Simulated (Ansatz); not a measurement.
# HfNiO4: the cost of one run

Program: Ansatz 0.2.0. Level of theory: DFT PBE, scalar-relativistic, plane waves, PAW. These are calculated values, not measurements.

## (1) The structure to begin with

It takes space group P-3m1 (No. 164, trigonal). The conventional cell has a = 2.880 Å, b = 2.880 Å, c = 9.919 Å, α = 90.00°, β = 90.00°, γ = 120.00°. Hf (site symmetry -3m) is surrounded by 6 O at 2.06 Å. Ni (site symmetry -3m) is surrounded by 6 O at 1.99 Å. O (site symmetry 3m) is surrounded by 3 Ni at 1.99 Å. Around O (site symmetry 3m) lie 3 Hf at 2.06 Å.

Coordinates:

```cif
data_structure
_symmetry_space_group_name_H-M 'P 1'
_symmetry_Int_Tables_number 1
_cell_length_a 2.8803
_cell_length_b 2.8803
_cell_length_c 9.9188
_cell_angle_alpha 90.000
_cell_angle_beta 90.000
_cell_angle_gamma 120.000
_cell_volume 71.26
loop_
_atom_site_label
_atom_site_type_symbol
_atom_site_fract_x
_atom_site_fract_y
_atom_site_fract_z
_atom_site_occupancy
Hf1 Hf 0.00000 0.00000 0.50000 1
Ni1 Ni 0.00000 0.00000 0.00000 1
O1 O 0.66667 0.33333 0.88976 1
O2 O 0.66667 0.33333 0.37664 1
O3 O 0.33333 0.66667 0.62336 1
O4 O 0.33333 0.66667 0.11024 1
```

A structure generator made this guess: species swapped into a database cell of ZrTiS4 (P-3m1, No. 164), with Hf on the Zr sites, Ni on the Ti sites and O on the S sites. Lengths come from tabulated atomic sizes and are only a guess.

## (2) Probe: one point on a coarse mesh

Contents of input.yaml:

```yaml
crystal:
  lattice:
    - [2.88029982, 0.0, 0.0]
    - [-1.44014991, 2.49441281, 0.0]
    - [0.0, 0.0, 9.91878933]
  atoms:
    - { symbol: Hf, position: [0.0, 0.0, 0.5] }
    - { symbol: Ni, position: [0.0, 0.0, 0.0], spin: 2.0 }
    - { symbol: O, position: [0.66666667, 0.33333333, 0.88975698] }
    - { symbol: O, position: [0.66666667, 0.33333333, 0.37664101] }
    - { symbol: O, position: [0.33333333, 0.66666667, 0.62335899] }
    - { symbol: O, position: [0.33333333, 0.66666667, 0.11024302] }
basis:
  ecutwfc: 420
kpoints:
  mp_grid: { grid: [6, 6, 2] }
hamiltonian:
  xc: pbe
scf:
  occupations: { method: gaussian, width: 0.1 }
  lower_state_search: "off"
output:
  forces: true
  stress: true
  eigenvalues: true
  populations: true
magnetization:
  spin_polarized: true
```

On the command line:

```console
$ ansatz run input.yaml --threads 1 --pin off --max-ram 2560MiB --backend cpu --events-out ev --progress --plain --runs-dir out
```

**Question.** How long does this run take on 1 thread of Intel Xeon 6975P-C (Granite Rapids), shared host, and how much memory does it need?

About 9.9 s, with a peak of 0.46 GiB.
